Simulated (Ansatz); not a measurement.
# C₂H₁₁FN₂OSiZr: basis-set convergence

One table from this session's results is given with a row withheld; the runs are named, their logs left out.

The runs use Ansatz 0.2.0, Gaussian basis; one geometry, several basis sets.

Levels to be run: PBE0-D4/def2-SVP; ωB97M-V/def2-SVP; PBE0-D4/def2-QZVPP; ωB97M-V/def2-QZVPP; the functionals' def2-TZVPP values are taken from earlier runs.

## The geometry

An earlier PBE0-D4 in a triple-zeta def2 set relaxation fixed the geometry. Zr takes the def2 core potential; no spin-orbit term is included.

19 atoms, charge 0, spin multiplicity 1.

Atoms are counted from 1 here; the program's logs count them from 0.

Bond lengths: C1–N2 1.439 Å, C1–H9 1.100 Å, C1–H10 1.091 Å, C1–H11 1.100 Å, N2–C3 1.445 Å, N2–Zr4 2.022 Å, C3–H12 1.099 Å, C3–H13 1.099 Å, C3–H14 1.099 Å, Zr4–N5 2.033 Å, Zr4–F6 1.928 Å, Zr4–O7 1.957 Å, N5–H15 1.011 Å, N5–H16 1.012 Å, O7–Si8 1.630 Å, Si8–H17 1.489 Å, Si8–H18 1.487 Å, Si8–H19 1.488 Å. Angles: N2–C1–H9 111.5°, N2–C1–H10 110.4°, N2–C1–H11 111.6°, H9–C1–H10 108.1°, H9–C1–H11 107.2°, H10–C1–H11 108.0°, C1–N2–C3 113.1°, C1–N2–Zr4 133.4°, C3–N2–Zr4 113.5°, N2–C3–H12 111.9°, N2–C3–H13 111.9°, N2–C3–H14 111.3°, H12–C3–H13 108.0°, H12–C3–H14 106.7°, H13–C3–H14 106.8°, N2–Zr4–N5 107.5°, N2–Zr4–F6 107.2°, N2–Zr4–O7 107.3° and more.

The first run:

Input file in.yaml:

```yaml
crystal:
  periodic: [false, false, false]
  atoms:
    - {symbol: C, position_ang: [1.493898, 0.277654, 1.936809]}
    - {symbol: N, position_ang: [0.977900, 0.486193, 0.609852]}
    - {symbol: C, position_ang: [1.984269, 0.347094, -0.417597]}
    - {symbol: Zr, position_ang: [-0.862378, 0.905959, -0.114181]}
    - {symbol: N, position_ang: [-2.118604, 1.079281, 1.475185]}
    - {symbol: F, position_ang: [-0.722987, 2.552641, -1.107504]}
    - {symbol: O, position_ang: [-1.395190, -0.591739, -1.255952]}
    - {symbol: Si, position_ang: [-1.477904, -1.919952, -2.197929]}
    - {symbol: H, position_ang: [2.289936, 0.997513, 2.177441]}
    - {symbol: H, position_ang: [0.699099, 0.392861, 2.675499]}
    - {symbol: H, position_ang: [1.921472, -0.729466, 2.050469]}
    - {symbol: H, position_ang: [2.798248, 1.075147, -0.294171]}
    - {symbol: H, position_ang: [2.426793, -0.659162, -0.424692]}
    - {symbol: H, position_ang: [1.559859, 0.514799, -1.417262]}
    - {symbol: H, position_ang: [-2.715635, 0.348793, 1.839602]}
    - {symbol: H, position_ang: [-2.349049, 1.943172, 1.948766]}
    - {symbol: H, position_ang: [-0.201985, -2.105751, -2.942569]}
    - {symbol: H, position_ang: [-2.587739, -1.787108, -3.178627]}
    - {symbol: H, position_ang: [-1.720001, -3.127918, -1.363138]}
basis:
  gaussian: {orbitals: def2-SVP}
hamiltonian: {xc: pbe0, dispersion: d4}
output: {orbitals: {seedname: orbitals}}
```

Run with:

```sh
ansatz run in.yaml --threads 4 --pin off --events-out ev --progress --plain --max-ram 41984MiB --backend cpu
```

Among the steps run: PBE0-D4 in def2-SVP; ωB97M-V in def2-SVP; PBE0-D4 in def2-QZVPP; ωB97M-V in def2-QZVPP.

One table of the session follows, with a row left open; its other results are not shown here.

It belongs to the step «Density functionals: the series». 

```
functional       basis  HOMO (eV)
   PBE0-D4    def2-SVP          ?
   PBE0-D4  def2-TZVPP      -6.46
   PBE0-D4  def2-QZVPP      -6.48
   ωB97M-V    def2-SVP      -8.62
   ωB97M-V  def2-TZVPP      -8.73
   ωB97M-V  def2-QZVPP      -8.75
```

Estimate the missing values for PBE0-D4, def2-SVP.

The run gave: HOMO (eV): -6.36. In the column «HOMO (eV)» it is the highest.
